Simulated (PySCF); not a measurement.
**LuOF: other functionals and bases at one geometry**

The task here is to estimate one member of a computed series from the others.

Computed with PySCF 2.14.0. Level: several levels, as the steps say, no spin–orbit coupling.

1 further run of the same task is left out (for a known fault of the program).

### Starting geometry

3 atoms, charge 0, spin multiplicity 1.

Bond lengths: Lu1–O2 1.792 Å, Lu1–F3 1.953 Å. Angles: O2–Lu1–F3 110.7°.

Coordinates:

```xyz
3

Lu    0.0116    0.0000   -0.3224
O     1.4803    0.0000    0.7049
F    -1.6017    0.0000    0.7788
```

Formal oxidation states: Lu +3. An earlier session relaxed this geometry at PBE0, Lu def2-SVP with ECP28, O def2-SVP, F def2-SVP (singlet, point group Cs).

At PBE0 on the finer grid: E = -1410.941190 Eh, HOMO -6.45 eV, LUMO -2.69 eV, Mulliken charge on Lu1 +1.03 e, largest force component 0.011 eV/Å. 

Levels to run: M06-L; CAM-B3LYP; PBE0, TZVP. Hardware: 2 threads of Intel Xeon 6975P-C (Granite Rapids), shared host.

Set-up of the first run:

The input, run.py (the lines that set the calculation):

```python
mol = gto.M(atom='''
Lu     0.01160     0.00000    -0.32241
O      1.48028     0.00000     0.70495
F     -1.60166     0.00000     0.77884''',
    basis={'Lu': 'def2-SVP', 'O': 'def2-SVP', 'F': 'def2-SVP'},
    ecp={'Lu': 'def2-SVP'},
    charge=0, spin=0)
mf = dft.RKS(mol, xc='M06L')
mf.grids.atom_grid = (75, 302)  # f atoms: unpruned, at least (60, 302)
mf = mf.density_fit()  # fitting sets: Lu def2-universal-JKFIT, O def2-universal-JKFIT, F def2-universal-JKFIT
mf.conv_tol = 1e-08; mf.max_cycle = 55
mf.kernel(dm0)  # dm0: the density of the relaxed state
```

Launch:

```bash
$ OMP_NUM_THREADS=2 python run.py
```

Steps of the session up to this table: M06-L; CAM-B3LYP; PBE0, TZVP.

One table of the session follows, with a row left open; its other results are not shown here.

| level | HOMO (eV) | gap (eV) | charge on Lu1 (e) | dipole (D) | largest force component (eV/Å) |
| --- | --- | --- | --- | --- | --- |
| PBE0 (relaxed here) | -6.45 | 3.76 | 1.03 | 7.48 | 0.01 |
| M06-L | -5.11 | 2.56 | 1.09 | 7.22 | 0.60 |
| CAM-B3LYP | -7.81 | 5.73 | 0.99 | 7.61 | 0.08 |
| PBE0, TZVP | ? | ? | ? | ? | ? |

Q: Estimate the row for PBE0, TZVP from the others.

The run gave: HOMO (eV): -6.67; gap (eV): 3.89; charge on Lu1 (e): 1.29; dipole (D): 7.82; largest force component (eV/Å): 0.34. In the column «HOMO (eV)» it lies between CAM-B3LYP (-7.81) and PBE0 (relaxed here) (-6.45).

In one basis the HOMO–LUMO gap runs from 2.56 eV (M06-L) to 5.73 eV (CAM-B3LYP). The largest leftover force, 0.60 eV/Å with M06-L, stands at a geometry relaxed at another level. Total energies of different levels can't be compared.
